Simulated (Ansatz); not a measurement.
# H4O2S2Ti: one species, many methods

An exercise on one series of results from a longer session: the logs are not shown, and one member is left open.

The runs use Ansatz 0.2.0, Gaussian basis; functionals in def2-TZVPP, the program's frozen cores in correlated methods.

The runs, in order: LDA (SPW92), PBE-D4, revPBE-D4, BLYP-D4, r2SCAN-D4, B97M-V, PBE0-D4, B3LYP-D4, r2SCANh-D4, r2SCAN0-D4, HSE06-D4, BHLYP-D4, CAM-B3LYP-D4, LC-ωPBE, ωB97X-V, ωB97M-V, B2PLYP, PBE-QIDH; CCSD(T)/def2-SVP; CCSD(T)/def2-TZVPP; MP2/def2-QZVPP; extrapolation to the limit; RPA on PBE.

## The relaxed structure

The geometry comes from an earlier relaxation with PBE0-D4 in a triple-zeta def2 set; it is a stationary point, not always the lowest conformer.

SMILES `[OH][Ti]([OH])([SH])[SH]`, 9 atoms, charge 0, spin multiplicity 1.

Atoms are counted from 1 here; the program's logs count them from 0.

Bond lengths: O1–Ti2 1.774 Å, O1–H6 0.957 Å, Ti2–O3 1.769 Å, Ti2–S4 2.303 Å, Ti2–S5 2.297 Å, O3–H7 0.958 Å, S4–H8 1.346 Å, S5–H9 1.347 Å. Angles: Ti2–O1–H6 138.9°, O1–Ti2–O3 114.5°, O1–Ti2–S4 107.9°, O1–Ti2–S5 109.7°, O3–Ti2–S4 110.4°, O3–Ti2–S5 104.3°, S4–Ti2–S5 110.0°, Ti2–O3–H7 140.2°, Ti2–S4–H8 91.0°, Ti2–S5–H9 92.3°.

The first run:

Contents of in.yaml:

```yaml
crystal:
  periodic: [false, false, false]
  atoms:
    - {symbol: O, position_ang: [0.137432, 0.671994, -1.444296]}
    - {symbol: Ti, position_ang: [0.256145, -0.138661, 0.129438]}
    - {symbol: O, position_ang: [1.899238, -0.601214, 0.594178]}
    - {symbol: S, position_ang: [-1.113986, -1.988515, 0.076286]}
    - {symbol: S, position_ang: [-0.421395, 1.294488, 1.791719]}
    - {symbol: H, position_ang: [-0.013381, 1.550530, -1.793252]}
    - {symbol: H, position_ang: [2.795569, -0.567883, 0.258971]}
    - {symbol: H, position_ang: [-1.747177, -1.516849, -1.013546]}
    - {symbol: H, position_ang: [-1.703843, 1.249908, 1.383401]}
basis:
  gaussian: {orbitals: def2-TZVPP}
hamiltonian: {xc: lda}
output: {orbitals: {seedname: orbitals}}
```

Command:

```console
ansatz run in.yaml --threads 4 --pin off --events-out ev --progress --plain --max-ram 10444MiB
```

Among the steps run: LDA; PBE-D4 (GGA); revPBE-D4 (GGA); BLYP-D4 (GGA); r2SCAN-D4 (meta-GGA); B97M-V (meta-GGA); PBE0-D4 (hybrid); B3LYP-D4 (hybrid); r2SCANh-D4 (hybrid); r2SCAN0-D4 (hybrid); HSE06-D4 (hybrid); BHLYP-D4 (hybrid); CAM-B3LYP-D4 (range-separated); LC-ωPBE (range-separated); ωB97X-V (range-separated); ωB97M-V (range-separated); B2PLYP (double hybrid); PBE-QIDH (double hybrid).

One table of the session follows, with a row left open; its other results are not shown here.

It belongs to the step «Orbital energies across the functionals». 

```
  functional  HOMO (eV)  LUMO (eV)  gap (eV)
 LDA (SPW92)      -6.17      -3.33      2.84
      PBE-D4      -6.03      -3.12      2.92
   revPBE-D4      -5.98      -3.04      2.94
     BLYP-D4      -5.86      -3.00      2.86
   r2SCAN-D4      -6.32      -3.05      3.26
      B97M-V      -6.37      -3.03      3.34
     PBE0-D4      -7.21      -2.18      5.02
    B3LYP-D4      -6.96      -2.42      4.54
  r2SCANh-D4      -6.75      -2.68      4.06
  r2SCAN0-D4          ?          ?         ?
    HSE06-D4      -6.81      -2.56      4.25
    BHLYP-D4      -8.24      -1.10      7.14
CAM-B3LYP-D4      -8.46      -1.11      7.35
     LC-ωPBE      -9.82      -0.06      9.76
     ωB97X-V      -9.46      -0.05      9.41
     ωB97M-V      -9.30      -0.05      9.25
```

**Question.** Estimate the row for r2SCAN0-D4.

Worked estimate for «HOMO (eV)». Against the share of exact exchange, r2SCAN-D4 (0, -6.32), r2SCANh-D4 (0.1, -6.75) give a slope of -4.30 per unit share; at 0.25 the line stands at -7.39.

The run gave: HOMO (eV): -7.40; LUMO (eV): -2.13; gap (eV): 5.27. In «HOMO (eV)» the line misses by +0.01.
